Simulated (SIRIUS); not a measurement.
Crystal: GaGe.

```xyz
2
Lattice="0.0000 2.8978 2.8978 2.8978 0.0000 2.8978 2.8978 2.8978 0.0000" Properties=species:S:1:pos:R:3 pbc="T T T"
Ge    0.0000    0.0000    0.0000
Ga    1.4489    1.4489    1.4489
```

The cell comes from a database or a generator and needn't be the stable form of this composition.

Base run:

```yaml
Program: SIRIUS 7.12.0
Functional: LDA
Potentials_or_basis: PseudoDojo 0.4.1 PBE standard (scalar relativistic)
Cutoff: 1102 eV
Density_cutoff: 4408 eV
k_mesh: 7 × 7 × 7
Occupations: fermi-dirac, width 0.05 eV
Spin: no spin polarisation
```

Its results: band gap on the k mesh none (metal or under the smearing width); pressure -4.7 GPa.

Question: The run is repeated on the same cell with these changes: functional from LDA to AM05; libxc names from ["XC_LDA_X", "XC_LDA_C_PW"] to ["XC_GGA_X_AM05", "XC_GGA_C_AM05"]. What comes out?

Answer: Band gap on the k mesh none (metal or under the smearing width); pressure -2.1 GPa.

Caveats: the potentials were made for another functional, which shifts forces and pressure.

Not every run made on this cell is shown here.
